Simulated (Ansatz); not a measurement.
# H4NOPSi: one species, many methods

One table from this session's results is given with a row withheld; the runs are named, their logs left out.

The runs use Ansatz 0.2.0, Gaussian basis; functionals in def2-TZVPP, the program's frozen cores in correlated methods.

Levels to be run: LDA (SPW92), PBE-D4, revPBE-D4, BLYP-D4, r2SCAN-D4, B97M-V, PBE0-D4, B3LYP-D4, r2SCANh-D4, r2SCAN0-D4, HSE06-D4, BHLYP-D4, CAM-B3LYP-D4, LC-ωPBE, ωB97X-V, ωB97M-V, B2PLYP, PBE-QIDH; CCSD(T)/def2-SVP; CCSD(T)/def2-TZVPP; MP2/def2-QZVPP; extrapolation to the limit; RPA on PBE.

## The relaxed structure

An earlier PBE0-D4 in a triple-zeta def2 set relaxation fixed the geometry.

SMILES `N1[SiH2]OP1`, 8 atoms, charge 0, spin multiplicity 1.

Atoms are counted from 1 here; the program's logs count them from 0.

Bond lengths: N1–Si2 1.733 Å, N1–P4 1.733 Å, N1–H5 1.006 Å, Si2–O3 1.671 Å, Si2–H6 1.484 Å, Si2–H7 1.485 Å, O3–P4 1.677 Å, P4–H8 1.437 Å. Angles: Si2–N1–P4 90.4°, Si2–N1–H5 128.7°, P4–N1–H5 120.0°, N1–Si2–O3 87.6°, N1–Si2–H6 116.3°, N1–Si2–H7 115.8°, O3–Si2–H6 112.0°, O3–Si2–H7 114.8°, H6–Si2–H7 109.2°, Si2–O3–P4 94.6°, N1–P4–O3 87.4°, N1–P4–H8 99.2°, O3–P4–H8 96.8°.

The first run:

Input file in.yaml:

```yaml
crystal:
  periodic: [false, false, false]
  atoms:
    - {symbol: N, position_ang: [-0.820494, 0.168458, -0.594864]}
    - {symbol: Si, position_ang: [0.632373, 0.675657, 0.202593]}
    - {symbol: O, position_ang: [0.973932, -0.940116, 0.455077]}
    - {symbol: P, position_ang: [-0.404894, -1.491831, -0.324416]}
    - {symbol: H, position_ang: [-1.181145, 0.457701, -1.488379]}
    - {symbol: H, position_ang: [0.457821, 1.411991, 1.479215]}
    - {symbol: H, position_ang: [1.617783, 1.394497, -0.644097]}
    - {symbol: H, position_ang: [-1.183276, -1.733359, 0.859171]}
basis:
  gaussian: {orbitals: def2-TZVPP}
hamiltonian: {xc: lda}
output: {orbitals: {seedname: orbitals}}
```

Run with:

```bash
ansatz run in.yaml --threads 2 --pin off --events-out ev --progress --plain --max-ram 4352MiB
```

Steps of the session up to this table: LDA; PBE-D4 (GGA); revPBE-D4 (GGA); BLYP-D4 (GGA); r2SCAN-D4 (meta-GGA); B97M-V (meta-GGA); B3LYP-D4 (hybrid); r2SCANh-D4 (hybrid); r2SCAN0-D4 (hybrid); HSE06-D4 (hybrid); BHLYP-D4 (hybrid); CAM-B3LYP-D4 (range-separated); LC-ωPBE (range-separated); ωB97X-V (range-separated); ωB97M-V (range-separated); B2PLYP (double hybrid); PBE-QIDH (double hybrid).

One of the session's tables, all rows but one given; the rest of the session is left out.

It belongs to the step «Orbital energies across the functionals». 

```
  functional  HOMO (eV)  gap (eV)
 LDA (SPW92)      -5.53      3.38
      PBE-D4      -5.44      3.54
   revPBE-D4      -5.41      3.60
     BLYP-D4      -5.34      3.60
   r2SCAN-D4      -5.67      4.07
      B97M-V      -5.79      4.11
     PBE0-D4      -6.66      5.69
    B3LYP-D4      -6.48      5.30
  r2SCANh-D4      -6.13      4.86
  r2SCAN0-D4      -6.81      6.02
    HSE06-D4      -6.26      4.91
    BHLYP-D4          ?         ?
CAM-B3LYP-D4      -8.01      8.11
     LC-ωPBE      -9.32     10.62
     ωB97X-V      -8.99     10.14
     ωB97M-V      -8.86      9.75
```

**Question.** Estimate the row for BHLYP-D4.

Worked estimate for «HOMO (eV)». Against the share of exact exchange, BLYP-D4 (0, -5.34), B3LYP-D4 (0.2, -6.48) give a slope of -5.70 per unit share; at 0.5 the line stands at -8.19.

**Answer.** HOMO (eV): -7.80; gap (eV): 7.81. In «HOMO (eV)» the line misses by -0.39.
